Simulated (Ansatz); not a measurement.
# C2H3AlFN: the cost of one run

Program: Ansatz 0.2.0. Level of theory: RKS PBE0-D4/6-31G*. These are calculated values, not measurements.

### Step 1. The starting structure

Bond lengths: C1–C2 1.140 Å, C2–Al3 1.919 Å, Al3–N4 1.861 Å, Al3–F5 1.835 Å, C1–H6 1.137 Å, N4–H7 1.032 Å, N4–H8 1.081 Å. Angles: C1–C2–Al3 179.7°, C2–C1–H6 178.6°, C2–Al3–N4 123.4°, C2–Al3–F5 119.8°, N4–Al3–F5 116.8°, Al3–N4–H7 109.5°, Al3–N4–H8 103.9°, H7–N4–H8 104.5°.

Structure file:

```xyz
8

C    -0.9241    2.2449   -0.0901
C    -0.2835    1.3044   -0.0179
Al    0.8019   -0.2738    0.1056
N     0.1031   -1.9846    0.3240
F     2.6294   -0.1312    0.0247
H    -1.5811    3.1684   -0.1777
H     0.3128   -2.5511   -0.5130
H    -0.9664   -1.8341    0.2886
```

### Step 2. End point A

Input file input.yaml:

```yaml
crystal:
  periodic: [false, false, false]
  atoms:
    - { symbol: C, position_ang: [-0.9241, 2.2449, -0.0901] }
    - { symbol: C, position_ang: [-0.2835, 1.3044, -0.0179] }
    - { symbol: Al, position_ang: [0.8019, -0.2738, 0.1056] }
    - { symbol: "N", position_ang: [0.1031, -1.9846, 0.324] }
    - { symbol: F, position_ang: [2.6294, -0.1312, 0.0247] }
    - { symbol: H, position_ang: [-1.5811, 3.1684, -0.1777] }
    - { symbol: H, position_ang: [0.3128, -2.5511, -0.513] }
    - { symbol: H, position_ang: [-0.9664, -1.8341, 0.2886] }
basis:
  gaussian: { orbitals: "6-31G*" }
hamiltonian:
  xc: pbe0
  dispersion: d4
relax:
  f_tol: 0.015
  max_steps: 40
```

Run with:

```bash
> ansatz run input.yaml --threads 1 --pin off --max-ram 2048MiB --backend cpu --events-out ev --progress --plain --runs-dir out
```

**Question.** How long does this run take on 1 thread of Intel Xeon Platinum 8559C (Emerald Rapids), shared host, and how much memory does it need?

About 20 s, with a peak of 0.19 GiB.
